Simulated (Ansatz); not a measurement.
# BGeH₃ (triplet): from Hartree-Fock to the top rungs at a displaced geometry (v1), cc-pVDZ

An exercise on one series of results from a longer session: the logs are not shown, and one member is left open.

Program: Ansatz 0.2.0, Gaussian basis. Level of theory: cc-pVDZ, core rule «outside noble gas», up to 15 orbitals frozen. These are calculated values, not measurements.

Plan: UHF; CCSD(T) on ROHF; CCSD(T) on UHF; BCCD(T) on ROHF; CISD; CCSDT(Q) on ROHF; CCSDT(Q) on UHF.

23 further runs of the same task are left out: 1 for a mislabelled method, 2 for a known fault of the program, 8 that didn't finish, 12 set aside as unsound or not needed.

## The geometry

The geometry is a PBE0/def2-TZVP stationary point (not a proven minimum) with its atoms shifted at random (size 0.040 Å). No spin-orbit coupling is included. The filled d shell of Ge may be among the frozen orbitals whatever the setting's name suggests; the logs give the count.

5 atoms, charge 0, spin multiplicity 3.

Atoms are counted from 1 here; the program's logs count them from 0.

Bond lengths: Ge1–B2 2.053 Å, Ge1–H3 1.576 Å, Ge1–H4 1.591 Å, Ge1–H5 1.475 Å. Angles: B2–Ge1–H3 111.0°, B2–Ge1–H4 101.4°, B2–Ge1–H5 110.8°, H3–Ge1–H4 112.3°, H3–Ge1–H5 113.7°, H4–Ge1–H5 106.9°.

Coordinates:

```
Ge   -0.00012    0.00178    0.24033
B     0.03006   -0.01436   -1.81222
H     0.69739    1.29719    0.80395
H    -1.56397   -0.01796    0.53152
H     0.55238   -1.25384    0.78226
```

Set-up of the first run:

Input file in.yaml:

```yaml
crystal:
  periodic: [false, false, false]
  atoms:
    - {symbol: Ge, position_ang: [-0.000115, 0.001784, 0.240328]}
    - {symbol: B, position_ang: [0.030064, -0.014356, -1.812222]}
    - {symbol: H, position_ang: [0.697387, 1.297185, 0.803946]}
    - {symbol: H, position_ang: [-1.563966, -0.017956, 0.531516]}
    - {symbol: H, position_ang: [0.552381, -1.253836, 0.782258]}
basis:
  gaussian: {orbitals: cc-pVDZ}
magnetization: {spin_polarized: true, initial_magnetization: 2}
hamiltonian: {xc: hf}
output: {orbitals: {seedname: orbitals}}
```

Run with:

```sh
> ansatz run in.yaml --threads 1 --pin off --events-out ev --progress --plain --max-ram 2393MiB
```

Steps of the session up to this table: UHF; CCSD(T) on ROHF; CCSD(T) on UHF; BCCD(T) on ROHF; CISD; CCSDT(Q) on ROHF; CCSDT(Q) on UHF.

One table of the session follows, with a row left open; its other results are not shown here.

| method | from UCCSDT(Q) (meV) |
| --- | --- |
| ROHF | +4901.3 |
| UHF | ? |
| RMP2 | +1197.0 |
| UMP2 | +1188.8 |
| CISD | +471.5 |
| RCCSD | +155.2 |
| UCCSD | +153.5 |
| RCCSD(T) | +36.7 |
| UCCSD(T) | +35.9 |
| BCCD(T) | +35.6 |
| RCCSDT | +5.4 |
| UCCSDT | +4.7 |
| RCCSDT(Q) | +0.8 |
| UCCSDT(Q) | 0 |

Q: Estimate the row for UHF from the others.

**Answer.** from UCCSDT(Q) (meV): +4850.7. In the column «from UCCSDT(Q) (meV)» it lies between RMP2 (+1197.0) and ROHF (+4901.3).

Caveats from the session: Restricted and unrestricted rows rest on different reference determinants; where their highest levels disagree by more than a few hundredths of an eV, they describe different states and don't form one ladder.
